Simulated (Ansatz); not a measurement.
Consider a check of PAW against all-electron LAPW of Cu, space group I4/mmm (the Ansatz DFT code, driven from Python).

`cu_paw_lapw.py`
```python
"""PAW against all-electron LAPW for Cu."""

import ansatz
import numpy as np
import pandas as pd

XC = "lda"
FILLING = "gaussian"
SIGMA = 0.05
MESH = (15, 15, 15)


def count_gap(report):
    # lowest empty less highest filled band, counting bands; zero where they overlap
    return max(report.get("gap_by_band_count_ev") or 0.0, 0.0)

cu = (
    ansatz.Lattice.of((-1.44279332, 1.44279332, 1.37608145), (1.44279332, -1.44279332, 1.37608145), (1.44279332, 1.44279332, -1.37608145))
    .atom("Cu", (0.0, 0.0, 0.0))
)

calc = (
    cu.calculation()
    .functional(XC)
    .occupations(FILLING, width=SIGMA)
    .kpoints(*MESH)
    .stress()
    .forces()
    .band_table()
)
variants = {
    "PAW": calc.pseudopotentials("paw"),
    "LAPW": calc.pseudopotentials("all_electron", lapw=True),
}
# totals differ by the cores that each treatment holds, so compare what does not depend on them
rows = []
for label, variant in variants.items():
    summary = variant.run(threads=1, backend="cpu").report
    levels = np.array(summary["eigenvalues_ev"][0]) - summary["fermi_energy_ev"]
    print(label, "levels at the first k-point near E_F:", np.round(levels[np.abs(levels) < 5], 3))
    rows.append((label, summary["n_electrons"], np.trace(summary["stress_gpa"]) / 3, count_gap(summary)))
print(pd.DataFrame(rows, columns=["treatment", "electrons in bands", "P GPa", "gap by band count eV"]).round(4).to_string(index=False))
```

How well do the two treatments of the cores agree on the pressure?

PAW gives -7.773 GPa and LAPW -7.794 GPa, 0.021 GPa apart. They took 4.5 and 43.2 s of processor time.

The output:

```console
$ python cu_paw_lapw.py
DeckWarning: basis.ecutwfc = 420 eV, auto-derived from the records' recommended cutoffs: set by Cu (normal level)
PAW levels at the first k-point near E_F: [-3.293 -3.093 -3.093 -2.192 -1.977]
LAPW levels at the first k-point near E_F: [-3.292 -3.091 -3.091 -2.192 -1.977]
treatment  electrons in bands   P GPa  gap by band count eV
      PAW                19.0 -7.7733                   0.0
     LAPW                19.0 -7.7944                   0.0
```
(Warnings from the package without file and line.)

What to keep in mind:
- For a metal this k-point mesh is coarse: on a finer one energies can move by several to tens of meV an atom and pressures by half a GPa or more, differences at one mesh by less.
- A gap by band count of zero or less means overlapping bands, a metal, and at an odd count of electrons it is no gap at all.
- At these settings the cell as given stands under about -8 GPa, so it isn't at this functional's equilibrium volume.
- This isn't the structure that Cu takes at ambient conditions.
- Gaps and levels are Kohn-Sham values on a finite set of k-points.
- Pressure is positive in compression; the treatments may keep other shells as core, so totals and counts of electrons can differ.
- Finished in 50 s on 1 thread of Arm Neoverse N1, on a shared host, peak memory 0.63 GiB.
